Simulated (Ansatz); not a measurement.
# Zirconium tetrachloride (ZrCl4): how energies converge with the basis set

One table from this session's results is given with a row withheld; the runs are named, their logs left out.

Method: one geometry, several basis sets; program: Ansatz 0.2.0, Gaussian basis.

Plan: PBE0-D4/def2-SVP; ωB97M-V/def2-SVP; PBE0-D4/def2-QZVPP; ωB97M-V/def2-QZVPP; the functionals' def2-TZVPP values are taken from earlier runs.

### Structure used throughout

The geometry comes from an earlier relaxation with PBE0-D4 in a triple-zeta def2 set; it is a stationary point. Zr takes the def2 core potential; no spin-orbit term is included.

SMILES `[Cl][Zr]([Cl])([Cl])[Cl]`, 5 atoms, charge 0, spin multiplicity 1.

Atoms are counted from 1 here; the program's logs count them from 0.

Bond lengths: Cl1–Zr2 2.316 Å, Zr2–Cl3 2.316 Å, Zr2–Cl4 2.316 Å, Zr2–Cl5 2.316 Å. Angles: Cl1–Zr2–Cl3 109.5°, Cl1–Zr2–Cl4 109.5°, Cl1–Zr2–Cl5 109.5°, Cl3–Zr2–Cl4 109.5°, Cl3–Zr2–Cl5 109.5°, Cl4–Zr2–Cl5 109.5°.

Set-up of the first run:

File in.yaml:

```yaml
crystal:
  periodic: [false, false, false]
  atoms:
    - {symbol: Cl, position_ang: [-0.109968, -0.230796, 2.301806]}
    - {symbol: Zr, position_ang: [0.000024, 0.000000, -0.000015]}
    - {symbol: Cl, position_ang: [1.545396, -1.499219, -0.853264]}
    - {symbol: Cl, position_ang: [-2.081746, -0.430081, -0.919256]}
    - {symbol: Cl, position_ang: [0.646284, 2.160106, -0.529271]}
basis:
  gaussian: {orbitals: def2-SVP}
hamiltonian: {xc: pbe0, dispersion: d4}
output: {orbitals: {seedname: orbitals}}
```

On the command line:

```console
ansatz run in.yaml --threads 4 --pin off --events-out ev --progress --plain --max-ram 10444MiB
```

Steps of the session up to this table: PBE0-D4 in def2-SVP; ωB97M-V in def2-SVP; PBE0-D4 in def2-QZVPP; ωB97M-V in def2-QZVPP.

One of the session's tables, all rows but one given; the rest of the session is left out.

It belongs to the step «Functionals by basis». 

```
functional       basis  HOMO (eV)  LUMO (eV)
   PBE0-D4    def2-SVP      -9.72      -2.62
   PBE0-D4  def2-TZVPP      -9.72      -2.65
   PBE0-D4  def2-QZVPP      -9.72      -2.66
   ωB97M-V    def2-SVP     -11.87      -0.45
   ωB97M-V  def2-TZVPP          ?          ?
   ωB97M-V  def2-QZVPP     -11.94      -0.57
```

Q: Estimate the row for ωB97M-V, def2-TZVPP from the others.

As computed: HOMO (eV): -11.92; LUMO (eV): -0.54. In the column «HOMO (eV)» it lies between ωB97M-V, def2-QZVPP (-11.94) and ωB97M-V, def2-SVP (-11.87).
